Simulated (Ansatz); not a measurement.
**AlH₃Se₃: small, medium and large basis sets**

The task here is to estimate one member of a computed series from the others.

Computed with Ansatz 0.2.0, Gaussian basis. Level: one geometry, several basis sets.

Levels to be run: PBE0-D4/def2-SVP; ωB97M-V/def2-SVP; PBE0-D4/def2-QZVPP; ωB97M-V/def2-QZVPP; the functionals' def2-TZVPP values are taken from earlier runs.

**Structure used throughout**

All runs share one geometry, relaxed beforehand with PBE0-D4 in a triple-zeta def2 set.

SMILES `[SeH][Al]([SeH])[SeH]`, 7 atoms, charge 0, spin multiplicity 1.

Atoms are counted from 1 here; the program's logs count them from 0.

Bond lengths: Se1–Al2 2.314 Å, Se1–H5 1.469 Å, Al2–Se3 2.312 Å, Al2–Se4 2.315 Å, Se3–H6 1.470 Å, Se4–H7 1.469 Å. Angles: Al2–Se1–H5 91.7°, Se1–Al2–Se3 116.8°, Se1–Al2–Se4 124.0°, Se3–Al2–Se4 119.2°, Al2–Se3–H6 91.1°, Al2–Se4–H7 92.0°.

The first run:

The input, in.yaml:

```yaml
crystal:
  periodic: [false, false, false]
  atoms:
    - {symbol: Se, position_ang: [-2.267352, 0.521933, 0.349700]}
    - {symbol: Al, position_ang: [-0.014713, -0.005286, 0.375756]}
    - {symbol: Se, position_ang: [0.977941, -0.228467, 2.451933]}
    - {symbol: Se, position_ang: [1.264886, -0.314918, -1.528358]}
    - {symbol: H, position_ang: [-2.302116, 0.493622, -1.118537]}
    - {symbol: H, position_ang: [2.279589, -0.509764, 1.829993]}
    - {symbol: H, position_ang: [0.123064, -0.025120, -2.406188]}
basis:
  gaussian: {orbitals: def2-SVP}
hamiltonian: {xc: pbe0, dispersion: d4}
output: {orbitals: {seedname: orbitals}}
```

Steps of the session up to this table: PBE0-D4 in def2-SVP; ωB97M-V in def2-SVP; PBE0-D4 in def2-QZVPP; ωB97M-V in def2-QZVPP.

One table of the session follows, with a row left open; its other results are not shown here.

It belongs to the step «Functionals by basis». 

```
functional       basis  HOMO (eV)
   PBE0-D4    def2-SVP      -7.19
   PBE0-D4  def2-TZVPP      -7.31
   PBE0-D4  def2-QZVPP      -7.32
   ωB97M-V    def2-SVP      -9.29
   ωB97M-V  def2-TZVPP          ?
   ωB97M-V  def2-QZVPP      -9.44
```

Estimate the missing values for ωB97M-V, def2-TZVPP.

**Answer.** HOMO (eV): -9.43. In the column «HOMO (eV)» it lies between ωB97M-V, def2-QZVPP (-9.44) and ωB97M-V, def2-SVP (-9.29).
